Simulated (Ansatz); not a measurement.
# HfSi+ (octet): wave-function methods side by side, def2-TZVPP

One table from this session's results is given with a row withheld; the runs are named, their logs left out.

Program: Ansatz 0.2.0, Gaussian basis. Level of theory: def2-TZVPP, core rule «outside noble gas», up to 9 orbitals frozen. These are calculated values, not measurements.

Plan: UHF; CCSD(T) on ROHF; CCSD(T) on UHF; CCSDT(Q) on ROHF; CCSDT(Q) on UHF.

10 further runs of the same task are left out: 7 for a known fault of the program, 3 set aside as unsound or not needed.

**What is computed**

The geometry is a PBE0/def2-TZVP stationary point (not a proven minimum) of the parent state, kept for this charge and spin. No spin-orbit coupling is included. Elements past krypton take def2 core potentials.

2 atoms, charge 1, spin multiplicity 8.

Atoms are counted from 1 here; the program's logs count them from 0.

Bond lengths: Hf1–Si2 2.516 Å.

The first run:

Input file in.yaml:

```yaml
crystal:
  periodic: [false, false, false]
  atoms:
    - {symbol: Hf, position_ang: [0.000000, 0.000000, 0.000000]}
    - {symbol: Si, position_ang: [0.000000, 0.000000, 2.515600]}
basis:
  gaussian: {orbitals: def2-TZVPP}
total_charge: 1
magnetization: {spin_polarized: true, initial_magnetization: 7}
hamiltonian: {xc: hf}
output: {orbitals: {seedname: orbitals}}
```

The run is started by

```console
$ ansatz run in.yaml --threads 1 --pin off --events-out ev --progress --plain --max-ram 4096MiB --backend cpu
```

Steps of the session up to this table: UHF; CCSD(T) on ROHF; CCSD(T) on UHF; CCSDT(Q) on ROHF; CCSDT(Q) on UHF.

One of the session's tables, all rows but one given; the rest of the session is left out.

It belongs to the step «Misses and costs». 

| method | from RCCSDT(Q) (kJ/mol) |
| --- | --- |
| ROHF | +169.7 |
| UHF | +157.2 |
| RMP2 | +46.5 |
| UMP2 | +34.8 |
| RCCSD | +7.5 |
| UCCSD | -3.8 |
| RCCSD(T) | +2.9 |
| UCCSD(T) | -8.2 |
| RCCSDT | ? |
| UCCSDT | -9.9 |
| RCCSDT(Q) | 0 |
| UCCSDT(Q) | -10.1 |

Q: Estimate the row for RCCSDT from the others.

**Answer.** from RCCSDT(Q) (kJ/mol): +0.3. In the column «from RCCSDT(Q) (kJ/mol)» it lies between RCCSDT(Q) (0) and RCCSD(T) (+2.9).

Limits of these values: Restricted and unrestricted rows rest on different reference determinants; where their highest levels disagree by more than a few hundredths of an eV, they describe different states and don't form one ladder.
